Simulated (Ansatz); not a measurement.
# Co4CuNiOs9Pt5: the cost of one run

Method: DFT PBE, scalar-relativistic, plane waves, PAW, in Ansatz 0.2.0.

### 1 Starting point

The cell holds 20 atoms (Co4CuNiOs9Pt5): a = 6.370 Å, b = 6.370 Å, c = 7.148 Å, α = 76.09°, β = 76.09°, γ = 85.46°.

The sites of an ideal hcp lattice, at a guessed lattice constant, take 5 Pt, 1 Ni, 4 Co, 9 Os, 1 Cu (sublattices apart by semicolons), with a shake of 0.02 Å. Warren-Cowley parameters of the first shell (negative: unlike neighbours preferred): Co-Cu -0.25, Co-Ni +0.17, Co-Os +0.07, Co-Pt -0.08, Cu-Ni -0.67, Cu-Os +0.07. In a cell this small the draw can fall short of the order aimed at.

The coordinates stand in the first input below.

### 2 Relaxation without symmetry, coarse mesh

Cell and atoms move without symmetry, on a coarse mesh with loose thresholds.

File input.yaml:

```yaml
crystal:
  lattice:
    - [4.05229717, -2.33959485, -4.32245032]
    - [4.05229717, -2.33959485, 4.32245032]
    - [-1.35076574, -7.01878455, 0.0]
  atoms:
    - { symbol: Co, position: [0.9392997387, 0.187784034, 0.3996867362], spin: 3.0 }
    - { symbol: Co, position: [0.3626371453, 0.1093820683, 0.3967296273], spin: 3.0 }
    - { symbol: Co, position: [0.1624083597, 0.909914211, 0.2017464948], spin: 3.0 }
    - { symbol: Co, position: [0.2600768657, 0.0038511415, 0.8021877301], spin: 3.0 }
    - { symbol: Ni, position: [0.5440543767, 0.7913464841, 0.9954143408], spin: 2.0 }
    - { symbol: Cu, position: [0.6385780771, 0.8919376132, 0.6032600116] }
    - { symbol: Os, position: [0.4400111578, 0.6964872154, 0.3979118033] }
    - { symbol: Os, position: [0.0428240734, 0.2919628123, 0.9998405402] }
    - { symbol: Os, position: [0.736889505, 0.9921264508, 0.2045291579] }
    - { symbol: Os, position: [0.8554421512, 0.6087139275, 0.3997602658] }
    - { symbol: Os, position: [0.5596474459, 0.3054109487, 0.600493727] }
    - { symbol: Os, position: [0.9555598671, 0.7088319326, 0.0053485061] }
    - { symbol: Os, position: [0.7583811429, 0.5054485046, 0.8017343553] }
    - { symbol: Os, position: [0.6609016502, 0.4090140254, 0.2057693313] }
    - { symbol: Os, position: [0.4622849327, 0.2148892791, 0.9905720677] }
    - { symbol: Pt, position: [0.1472364388, 0.3919428758, 0.6026369214] }
    - { symbol: Pt, position: [0.2391026063, 0.4920385105, 0.20159855] }
    - { symbol: Pt, position: [0.8442896382, 0.0942768513, 0.7983380276] }
    - { symbol: Pt, position: [0.3433950511, 0.5957754131, 0.7990004311] }
    - { symbol: Pt, position: [0.054348282, 0.8099194032, 0.6002737004] }
  symmetry: { detect: false }
basis:
  ecutwfc: 420
kpoints:
  mp_grid: { grid: [2, 2, 2], shift: [0.5, 0.5, 0.5] }
hamiltonian:
  xc: pbe
scf:
  occupations: { method: gaussian, width: 0.1 }
  lower_state_search: "off"
output:
  forces: true
  stress: true
  eigenvalues: true
  populations: true
magnetization:
  spin_polarized: true
relax:
  adjacent_minimum: "off"
  f_tol: 0.04
  max_steps: 50
  cell: { stress_tol: 0.3 }
```

Launch:

```sh
> ansatz run input.yaml --threads 4 --pin off --max-ram 9216MiB --backend cpu --events-out ev --progress --plain --runs-dir out
```

**Question.** How long does this run take on 4 threads of Intel Xeon Platinum 8259CL at 2.50GHz (Skylake/Cascade Lake), shared host, and how much memory does it need?

About 3.5 min, with a peak of 1.7 GiB.
